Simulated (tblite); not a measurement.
# As11B10H38P10: the cost of one run

Programs: tblite 0.8.0 and PySCF 2.14.0, with routines of our own; each step states its level. All values are computed. Atoms count from 0.

## 1. The system as given

69 atoms, charge 1, multiplicity 1; geometry from: force field, distance geometry or constructed start.

## 2. Geometry optimisation with GFN2-xTB

The job: settings as JSON, then the geometry in Å.

```
{"job": {"kind": "relax", "xc": "GFN2-xTB", "basis": "xTB"}, "charge": 1, "multiplicity": 1}
B      0.844500    -2.298900    -1.579700
B     -2.541500    -2.294500    -1.585000
B      2.533700    -1.324300     1.180900
B     -0.850000    -1.317600     1.173700
B      0.838600     3.552300    -1.574700
B      2.525200     0.627700    -1.580700
B     -0.849200     0.629900    -1.581400
B      0.843000     1.606000     1.181400
B     -2.535600     1.601200     1.179500
B     -0.852100     0.627400     3.939500
As     2.526400    -1.323200    -2.269700
As    -0.851800    -1.324000    -2.267600
As     0.836200    -2.296400     0.495400
As    -2.536100    -2.297700     0.487700
As     2.526300     0.633300     0.490600
As    -0.851200    -1.321400     3.254700
As    -0.848900     0.630100     0.491300
As     0.838500     3.550100     0.489400
As     0.839000     1.605100    -2.265100
As     0.842400     1.604200     3.251100
As    -2.540600     1.607100     3.249900
H     -2.091300    -2.037000     3.754900
H      0.843000     3.041000     3.761700
H     -3.783500     0.882500     3.753600
H      2.529000    -1.319400    -3.786700
H     -2.544400    -3.731000     0.999600
H      2.081400     4.272400     0.996400
P      2.527900    -1.321400     3.091100
H      1.401500    -1.972600     3.787900
H      3.657200    -1.972600     3.793300
H      2.532100    -0.019400     3.788800
P     -2.540200    -4.096500    -2.214500
H     -3.666800    -4.974700    -1.836200
H     -2.536200    -4.325100    -3.671900
H     -1.409500    -4.973000    -1.837600
P     -0.719400     4.456100    -2.217600
H     -1.292300     4.032300    -3.515200
H     -1.941600     4.410600    -1.387600
H     -0.639400     5.907600    -2.448200
P     -4.102600    -1.393300    -2.213500
H     -5.421100    -1.937000    -1.830500
H     -4.287600     0.012700    -1.830600
H     -4.288600    -1.282700    -3.679200
P      4.090600    -2.222800     0.541500
H      5.031700    -2.767600     1.539900
H      3.905900    -3.418700    -0.307200
H      5.037800    -1.467200    -0.304400
P     -4.098100     0.705600     0.545600
H     -3.916000    -0.494600    -0.303600
H     -5.043300     0.156700     1.539500
H     -5.046100     1.450700    -0.300700
P      2.405700     4.455200    -2.215000
H      2.594400     5.868500    -1.834200
H      3.718900     3.914300    -1.837300
H      2.595500     4.566000    -3.674100
P      0.839100    -4.094800    -2.214100
H     -0.281400    -4.546500    -3.063700
H      1.969800    -4.533200    -3.062500
H      0.839700    -5.192500    -1.216500
P     -0.850200     0.630200     5.846900
H     -1.980700    -0.021900     6.549400
H      0.282100    -0.023100     6.546000
H     -0.847600     1.930900     6.548700
P      4.087800     1.532100    -2.213600
H      3.913500     2.729900    -3.059800
H      5.030500     2.077400    -1.219200
H      5.037800     0.776700    -3.063000
H     -1.802100     1.178100    -1.962200
H     -2.542300     2.701100     0.784900
```

Started as:

```
OMP_NUM_THREADS=4 python large_run.py task.json out
```

The driver reads the jobs from task.json and runs them one after another.

**Question.** How long does this first job take on 4 threads of Arm Neoverse V2, shared host, and how much memory does it need?

About 56 s, with a peak of 0.13 GiB.
